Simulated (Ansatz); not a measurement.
## NaLaMnMoO6 under changes of volume

One of the cells (13.226 Å³/atom); the others are scaled copies at fixed shape and fractional positions:

```
Na La Mn Mo O
1.0
     4.97775   -2.88146    0.02055
     4.97775    2.88146    0.02055
    -3.06086    0.00000    4.59785
Na La Mn Mo O
1 1 1 1 6
Direct
  0.99482 0.99482 0.49994
  0.75307 0.75307 0.78825
  0.25016 0.25016 0.19811
  0.49867 0.49867 0.99722
  0.30338 0.30338 0.61396
  0.32902 0.82850 0.87649
  0.19558 0.63630 0.15354
  0.63630 0.19558 0.15354
  0.82850 0.32902 0.87649
  0.71050 0.71050 0.34246
```

The cell was built by a generator and needn't be a form met in nature.

```yaml
Program: Ansatz 0.2.0
Functional: PBE
Potentials_or_basis: Ansatz PAW
Cutoff: "420 eV (not typed: the program's choice for these potentials)"
k_mesh: 6 × 6 × 6
Occupations: fermi-dirac, width 0.05 eV
Spin: collinear spin, ferromagnetic start
Starting_moments: "[0.0, 0.0, 4.0, 1.0, 0.0, 0.0, 0.0, 0.0, 0.0, 0.0] μB"
```

```tsv
volume (Å³/atom)	energy over the lowest point (meV/atom)	pressure (GPa)	gap on the mesh (eV)	largest force (eV/Å)
12.432	25.50	10.9	0.84	0.935
12.697	10.93	6.9	0.87	0.596
12.961	2.63	3.2	0.88	0.284
13.226	0.00	0.0	0.90	0.005
13.490	2.44	-2.9	0.91	0.268
13.755	9.44	-5.5	0.93	0.512
14.019	?	?	?	?
```

Problem. What does the run at 14.019 Å³/atom give?

Solution. Energy over the lowest point 20.54 meV/atom; pressure -7.9 GPa; gap on the mesh 0.94 eV; largest force 0.737 eV/Å.

Worked out: A Birch-Murnaghan fit of order 3 (a polynomial in V^(-2/3)) to the other rows has its minimum at 13.23 Å³/atom with B0 = V·E''(V) = 154 GPa and B' = 4.3 at fixed shape and positions, which overstates the stiffness. It gives 20.53 meV/atom at 14.019 Å³/atom, against the run's 20.54, and -dE/dV = -7.9 GPa, against -7.9. A straight line through the other rows of the gap, of slope 0.835 eV per unit of ln V, extrapolates to 0.95 eV, against the run's 0.94.

Energies are extrapolated to zero smearing.

Caveats: spin-orbit coupling is left out, which moves the levels of the heavy elements; a cell with one magnetic atom can't hold antiferromagnetic order, which such compounds often take.

A mesh can miss the band edges.
